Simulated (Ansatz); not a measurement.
# C3H9ClO3Ti: taking an electron away

The task here is to estimate one member of a computed series from the others.

Program: Ansatz 0.2.0, Gaussian basis. Level of theory: unrestricted cation, the program's frozen cores in correlated methods. These are calculated values, not measurements.

Levels to be run: UKS PBE-D4/def2-TZVPP; UKS r2SCAN-D4/def2-TZVPP; UKS PBE0-D4/def2-TZVPP; UKS B3LYP-D4/def2-TZVPP; UKS wB97X-V/def2-TZVPP; UKS wB97M-V/def2-TZVPP; UKS B2PLYP/def2-TZVPP; UHF-CCSD(T)/def2-TZVPP; UHF-MP2/def2-QZVPP; extrapolation to the limit; then −ε(HOMO) from the neutral's earlier runs with LDA (SPW92), PBE-D4, revPBE-D4, BLYP-D4, r2SCAN-D4, B97M-V, PBE0-D4, B3LYP-D4, r2SCANh-D4, r2SCAN0-D4, HSE06-D4, BHLYP-D4, CAM-B3LYP-D4, LC-ωPBE, ωB97X-V, ωB97M-V.

## The geometry

All runs share one geometry, relaxed beforehand with PBE0-D4 in a triple-zeta def2 set.

SMILES `C[O][Ti]([Cl])([O]C)[O]C`, 17 atoms, charge 0, spin multiplicity 1.

Atoms are counted from 1 here; the program's logs count them from 0.

Bond lengths: C1–O2 1.393 Å, C1–H9 1.094 Å, C1–H10 1.094 Å, C1–H11 1.095 Å, O2–Ti3 1.769 Å, Ti3–Cl4 2.239 Å, Ti3–O5 1.769 Å, Ti3–O7 1.769 Å, O5–C6 1.393 Å, C6–H12 1.095 Å, C6–H13 1.094 Å, C6–H14 1.094 Å, O7–C8 1.393 Å, C8–H15 1.095 Å, C8–H16 1.094 Å, C8–H17 1.094 Å. Angles: O2–C1–H9 109.8°, O2–C1–H10 109.9°, O2–C1–H11 111.0°, H9–C1–H10 108.6°, H9–C1–H11 108.7°, H10–C1–H11 108.8°, C1–O2–Ti3 148.6°, O2–Ti3–Cl4 109.6°, O2–Ti3–O5 109.4°, O2–Ti3–O7 109.4°, Cl4–Ti3–O5 109.6°, Cl4–Ti3–O7 109.6°, O5–Ti3–O7 109.4°, Ti3–O5–C6 148.6°, O5–C6–H12 111.0°, O5–C6–H13 109.8°, O5–C6–H14 109.9°, H12–C6–H13 108.7° and more.

The first run:

Input file in.yaml:

```yaml
crystal:
  periodic: [false, false, false]
  atoms:
    - {symbol: C, position_ang: [0.888371, 0.381940, 2.651839]}
    - {symbol: O, position_ang: [1.076715, 0.066690, 1.307872]}
    - {symbol: Ti, position_ang: [0.482665, -0.735761, -0.151932]}
    - {symbol: Cl, position_ang: [1.692571, -2.580088, -0.538797]}
    - {symbol: O, position_ang: [0.626419, 0.366562, -1.527505]}
    - {symbol: C, position_ang: [1.148269, 1.544329, -2.058177]}
    - {symbol: O, position_ang: [-1.215325, -1.177343, 0.071195]}
    - {symbol: C, position_ang: [-2.512742, -1.206693, -0.435714]}
    - {symbol: H, position_ang: [1.615710, -0.159195, 3.264616]}
    - {symbol: H, position_ang: [1.033368, 1.455707, 2.805710]}
    - {symbol: H, position_ang: [-0.120288, 0.111299, 2.981616]}
    - {symbol: H, position_ang: [1.629862, 2.146465, -1.280428]}
    - {symbol: H, position_ang: [1.888609, 1.307332, -2.828298]}
    - {symbol: H, position_ang: [0.346966, 2.133664, -2.514585]}
    - {symbol: H, position_ang: [-2.589450, -0.615208, -1.354225]}
    - {symbol: H, position_ang: [-3.210068, -0.801202, 0.303881]}
    - {symbol: H, position_ang: [-2.800754, -2.238899, -0.656969]}
basis:
  gaussian: {orbitals: def2-TZVPP}
total_charge: 1
magnetization: {spin_polarized: true, initial_magnetization: 1}
hamiltonian: {xc: pbe, dispersion: d4}
```

Run with:

```
ansatz run in.yaml --threads 4 --pin off --events-out ev --progress --plain --max-ram 66560MiB --backend cuda --devices 0, --max-vram 37GiB
```

Among the steps run: Cation, UKS PBE-D4/def2-TZVPP; Cation, UKS r2SCAN-D4/def2-TZVPP; Cation, UKS PBE0-D4/def2-TZVPP; Cation, UKS B3LYP-D4/def2-TZVPP; Cation, UKS wB97X-V/def2-TZVPP; Cation, UKS wB97M-V/def2-TZVPP; Cation, UKS B2PLYP (frozen core)/def2-TZVPP; Cation, UHF-CCSD(T)/def2-TZVPP; Cation, UHF-MP2/def2-QZVPP.

One table of the session follows, with a row left open; its other results are not shown here.

For comparison, −ε(HOMO) of the neutral from earlier runs:

| functional | −ε(HOMO) (eV) |
| --- | --- |
| LDA (SPW92) | 6.77 |
| PBE-D4 | 6.64 |
| revPBE-D4 | 6.58 |
| BLYP-D4 | ? |
| r2SCAN-D4 | 6.99 |
| B97M-V | 7.10 |
| PBE0-D4 | 8.10 |
| B3LYP-D4 | 7.83 |
| r2SCANh-D4 | 7.52 |
| r2SCAN0-D4 | 8.34 |
| HSE06-D4 | 7.69 |
| BHLYP-D4 | 9.45 |
| CAM-B3LYP-D4 | 9.46 |
| LC-ωPBE | 10.82 |
| ωB97X-V | 10.49 |
| ωB97M-V | 10.37 |

Q: Estimate the row for BLYP-D4 from the others.

Worked estimate for «−ε(HOMO) (eV)». Against the share of exact exchange, B3LYP-D4 (0.2, 7.83), BHLYP-D4 (0.5, 9.45) give a slope of 5.40 per unit share; at 0 the line stands at 6.75.

The run gave: −ε(HOMO) (eV): 6.51. In «−ε(HOMO) (eV)» the line misses by +0.24.
